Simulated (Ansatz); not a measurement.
# Al: the cost of one run

Computed with Ansatz 0.2.0 (DFT LDA, scalar-relativistic, plane waves, PAW, unless a step's input says otherwise).

## 1. Starting point

The structure is cubic, space group Fm-3m (No. 225). Conventional cell: a = 4.050 Å, b = 4.050 Å, c = 4.050 Å, α = 90.00°, β = 90.00°, γ = 90.00°. Al (site symmetry m-3m) has 12 Al at 2.86 Å as nearest neighbours.

As a file:

```cif
data_structure
_symmetry_space_group_name_H-M 'Fm-3m'
_symmetry_Int_Tables_number 225
_cell_length_a 4.0500
_cell_length_b 4.0500
_cell_length_c 4.0500
_cell_angle_alpha 90.000
_cell_angle_beta 90.000
_cell_angle_gamma 90.000
_cell_volume 66.43
loop_
_atom_site_label
_atom_site_type_symbol
_atom_site_symmetry_multiplicity
_atom_site_Wyckoff_symbol
_atom_site_fract_x
_atom_site_fract_y
_atom_site_fract_z
_atom_site_occupancy
Al1 Al 4 a 0.00000 0.00000 0.00000 1
```

## 2. Relaxing cell and atoms: Al, no spin

input.yaml

```yaml
crystal:
  lattice:
    - [0.0, 2.025, 2.025]
    - [2.025, 0.0, 2.025]
    - [2.025, 2.025, 0.0]
  atoms:
    - { symbol: Al, position: [0.0, 0.0, 0.0] }
scf:
  occupations: { method: gaussian, width: 0.1 }
output:
  forces: true
  stress: true
  eigenvalues: true
  write_density: true
  write_potential: true
  elf: true
  volumetric_format: npy
hamiltonian:
  xc: lda
  pseudopotentials: { kind: paw, azcp: { folder: soft_1 } }
relax:
  f_tol: 0.003
  max_steps: 60
  cell: { stress_tol: 0.02 }
kpoints:
  mp_grid: { grid: [20, 20, 20] }
```

On the command line:

```bash
> ansatz run input.yaml --threads 8 --pin off --max-ram 16384MiB --backend cpu --events-out ev --progress --plain --runs-dir out
```

What time and memory should one allow on 8 threads of Intel Xeon Platinum 8259CL at 2.50GHz (Skylake/Cascade Lake), shared host?

About 2.2 s, with a peak of 0.38 GiB.
